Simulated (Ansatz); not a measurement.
# CrAgO2: the cost of one run

Computed with Ansatz 0.2.0 (DFT LDA+U (U_eff = 5 eV on Cr d), plane waves, PAW, unless a step's input says otherwise).

## Step 1: The structure to begin with

Symmetry: R-3m, No. 166, trigonal system. The conventional cell has a = 2.985 Å, b = 2.985 Å, c = 18.510 Å, α = 90.00°, β = 90.00°, γ = 120.00°. Cr (site symmetry -3m) has 6 O at 2.00 Å as nearest neighbours. Ag (site symmetry -3m) is surrounded by 2 O at 2.07 Å. O (site symmetry 3m) has 3 Cr at 2.00 Å and 1 Ag at 2.07 Å as nearest neighbours.

As a file:

```cif
data_structure
_symmetry_space_group_name_H-M 'R-3m:H'
_symmetry_Int_Tables_number 166
_cell_length_a 2.9850
_cell_length_b 2.9850
_cell_length_c 18.5100
_cell_angle_alpha 90.000
_cell_angle_beta 90.000
_cell_angle_gamma 120.000
_cell_volume 142.83
loop_
_atom_site_label
_atom_site_type_symbol
_atom_site_symmetry_multiplicity
_atom_site_Wyckoff_symbol
_atom_site_fract_x
_atom_site_fract_y
_atom_site_fract_z
_atom_site_occupancy
Cr1 Cr 3 b 0.33333 0.66667 0.16667 1
Ag1 Ag 3 a 0.00000 0.00000 0.00000 1
O1 O 6 c 0.00000 0.00000 0.11190 1
```

An earlier series on this cell reached its lowest free state from «ferromagnetic start, free, natural orbitals of the symmetric run filled by rank», perhaps among other starts.

## Step 2: Ferromagnetic start, free, default search

input.yaml reads:

```yaml
crystal:
  lattice:
    - [1.49250042, 0.86169552, 6.16999799]
    - [-1.49250042, 0.86169552, 6.16999799]
    - [0.0, -1.72339103, 6.16999799]
  atoms:
    - { symbol: Cr, position: [0.5, 0.5, 0.5], spin: 3.0 }
    - { symbol: Ag, position: [0.0, 0.0, 0.0] }
    - { symbol: O, position: [0.1119, 0.1119, 0.1119] }
    - { symbol: O, position: [0.8881, 0.8881, 0.8881] }
basis:
  ecutwfc: 420
  ecutrho_ratio: 4
kpoints:
  mp_grid: { grid: [7, 7, 7] }
hamiltonian:
  xc: lda
  hubbard: { sites: [{ site: 0, l: d, u_eff: 5.0 }] }
scf:
  occupations: { method: gaussian, width: 0.05 }
output:
  forces: true
  stress: true
  eigenvalues: true
  populations: true
  hubbard: { sites: [{ site: 0, l: d }] }
magnetization:
  spin_polarized: true
```

Command:

```bash
> ansatz run input.yaml --threads 2 --pin off --max-ram 3072MiB --backend cpu --events-out ev --progress --plain --runs-dir out
```

What time and memory should one allow on 2 threads of Arm Neoverse V2, shared host?

About 6.4 s, with a peak of 0.45 GiB.
